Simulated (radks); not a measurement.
# Valence configurations of Ca

NIST gives [Ar] 4s2 as the ground configuration of Ca. Does this level of theory agree? Several fillings of the valence shells are run.

Program: radks (a radial shooting solver on a logarithmic mesh, Libxc functionals) version 1. Level of theory: scalar-relativistic Kohn-Sham, PBE, spin-polarised, spherical densities, finite nucleus; open shells are filled with parallel spins first. These are calculated values, not measurements, unless marked.

## Step 1: Starting point

- element: calcium (Z = 20)
- charge: 0
- electrons: 20
- configuration: [Ar] 4s2
- nuclear rms radius: 3.4776 fm
- others tried: 4s1 4p1; 4p2; 4s1.5 4p0.5; 3d1 4s1; 3d2

The outer shells:

Ca
```
[Ar] core
4s [↑↓]
```

## Step 2: [Ar] 4s2

The run's settings:

```text
Z 20
configuration [Ar] 4s2
relativity scalar-relativistic
functional pbe,pbe
spin polarised
nucleus finite rms 3.4776 fm
c 137.035999084
```

Run with:

```bash
$ python run_ks.py task.json out
```

The same process makes all the runs of this session.

## Step 3: [Ar] 4s1 4p1

Changes since step 2:

```diff
@@ -1,3 +1,3 @@
 Z 20
-configuration [Ar] 4s2
+configuration [Ar] 4s1 4p1
 relativity scalar-relativistic
```

## Step 4: [Ar] 4p2

Changes since step 3:

```diff
@@ -1,3 +1,3 @@
 Z 20
-configuration [Ar] 4s1 4p1
+configuration [Ar] 4p2
 relativity scalar-relativistic
```

## Step 5: [Ar] 4s1.5 4p0.5

Changes since step 4:

```diff
@@ -1,3 +1,3 @@
 Z 20
-configuration [Ar] 4p2
+configuration [Ar] 4s1.5 4p0.5
 relativity scalar-relativistic
```

## Step 6: [Ar] 3d1 4s1

The run's settings:

```text
Z 20
configuration [Ar] 3d1 4s1
relativity scalar-relativistic
functional pbe,pbe
spin polarised
nucleus finite rms 3.4776 fm
c 137.035999084
```

## Step 7: [Ar] 3d2

Changes since step 6:

```diff
@@ -1,3 +1,3 @@
 Z 20
-configuration [Ar] 3d1 4s1
+configuration [Ar] 3d2
 relativity scalar-relativistic
```

What does the calculation give? Wanted: for each run, valence; E − E(NIST configuration); moment; highest level; its energy; 1s shift.

As calculated:

```csv
valence,E − E(NIST configuration) (eV),moment (μB),highest level,its energy (eV),1s shift (eV)
4s2,0.000,0,4s,-3.766,+0.00
4s1.5 4p0.5,1.049,1,4p up,-1.905,-0.65
3d1 4s1,1.814,2,3d up,-0.984,+2.27
4s1 4p1,1.874,2,4p up,-2.243,-1.15
4p2,4.429,2,4p up,-2.695,-2.45
3d2,4.530,2,3d up,-0.857,+2.73
```

**Reading.** The NIST configuration is the lowest of those tried, 1.049 eV under 4s1.5 4p0.5. The energies are those of spherical high-spin densities, not of single terms. The 1s eigenvalue shifts by up to 2.73 eV as the valence charge is rearranged.
